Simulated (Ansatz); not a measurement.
# H₂Se (triplet): the correlation ladder, cc-pVTZ

How much of the correlation energy of H₂Se (triplet) does each wave-function method recover here?

Program: Ansatz 0.2.0, Gaussian basis. Level of theory: cc-pVTZ, core rule «outside noble gas», up to 14 orbitals frozen. These are calculated values, not measurements.

Plan: UHF; CCSD(T) on ROHF; CCSD(T) on UHF; BCCD(T) on ROHF; CISD; CCSDT(Q) on ROHF; CCSDT(Q) on UHF; CASSCF and MRCISD+Q, 8 electrons in 6 orbitals; CASSCF and NEVPT4(SD), 8 electrons in 6 orbitals; CASSCF and NEVPT2, 8 electrons in 6 orbitals.

3 further runs of the same task are left out: 3 set aside as unsound or not needed.

### 1 The system

The geometry is a PBE0/def2-TZVP stationary point (not a proven minimum) of the parent state, kept for this charge and spin. No spin-orbit coupling is included. The filled d shell of Se may be among the frozen orbitals whatever the setting's name suggests; the logs give the count.

3 atoms, charge 0, spin multiplicity 3.

Atoms are counted from 1 here; the program's logs count them from 0.

Bond lengths: Se1–H2 1.467 Å, Se1–H3 1.467 Å. Angles: H2–Se1–H3 91.2°.

### 2 UHF

Contents of in.yaml:

```yaml
crystal:
  periodic: [false, false, false]
  atoms:
    - {symbol: Se, position_ang: [0.000000, -0.025554, 0.000000]}
    - {symbol: H, position_ang: [0.000000, 1.000943, -1.047791]}
    - {symbol: H, position_ang: [0.000000, 1.000938, 1.047795]}
basis:
  gaussian: {orbitals: cc-pVTZ}
magnetization: {spin_polarized: true, initial_magnetization: 2}
hamiltonian: {xc: hf}
output: {orbitals: {seedname: orbitals}}
```

Launch:

```sh
$ ansatz run in.yaml --threads 1 --pin off --events-out ev --progress --plain --max-ram 4096MiB --backend cpu
```

The runs that follow: CCSD(T) on ROHF; CCSD(T) on UHF; BCCD(T) on ROHF; CISD; CCSDT(Q) on ROHF; CCSDT(Q) on UHF; CASSCF and MRCISD+Q, 8 electrons in 6 orbitals; CASSCF and NEVPT4(SD), 8 electrons in 6 orbitals; CASSCF and NEVPT2, 8 electrons in 6 orbitals.

**Question.** What will the summary of the whole plan be? Wanted: UCCSDT(Q) below the RHF energy; RMP2 from UCCSDT(Q); UMP2 from UCCSDT(Q); RCCSD from UCCSDT(Q); RCCSD(T) from UCCSDT(Q); UCCSD(T) from UCCSDT(Q); RCCSDT(Q) from UCCSDT(Q); NEVPT2 valence from UCCSDT(Q); NEVPT4(SD) valence from UCCSDT(Q).

As calculated:

| quantity | value |
| --- | --- |
| UCCSDT(Q) below the RHF energy | -5.1276 eV |
| RMP2 from UCCSDT(Q) | +81.3 kJ/mol |
| UMP2 from UCCSDT(Q) | +86.0 kJ/mol |
| RCCSD from UCCSDT(Q) | +18.5 kJ/mol |
| RCCSD(T) from UCCSDT(Q) | +3.1 kJ/mol |
| UCCSD(T) from UCCSDT(Q) | +2.7 kJ/mol |
| RCCSDT(Q) from UCCSDT(Q) | +0.5 kJ/mol |
| NEVPT2 valence from UCCSDT(Q) | +95.9 kJ/mol |
| NEVPT4(SD) valence from UCCSDT(Q) | +10.4 kJ/mol |
| MRCISD+Q valence from UCCSDT(Q) | +3.4 kJ/mol |
| levels within 1 kcal/mol (43 meV) | RCCSD(T), UCCSD(T), BCCD(T), RCCSDT, UCCSDT, RCCSDT(Q), MRCISD+Q valence |
| T1 diagnostic | 0.017 |
| effectively unpaired electrons | 2.01 |

What this shows: RCCSD(T) lands +3.1 kJ/mol from the yardstick (0.6 % of the correlation energy). One determinant dominates. Of the multireference levels listed MRCISD+Q valence comes nearest in total energy (+3.4 kJ/mol), which doesn't show that its space is the better one. These misses are within one basis, not against nature; the frozen cores of restricted and unrestricted runs differ, which can shift their rows.
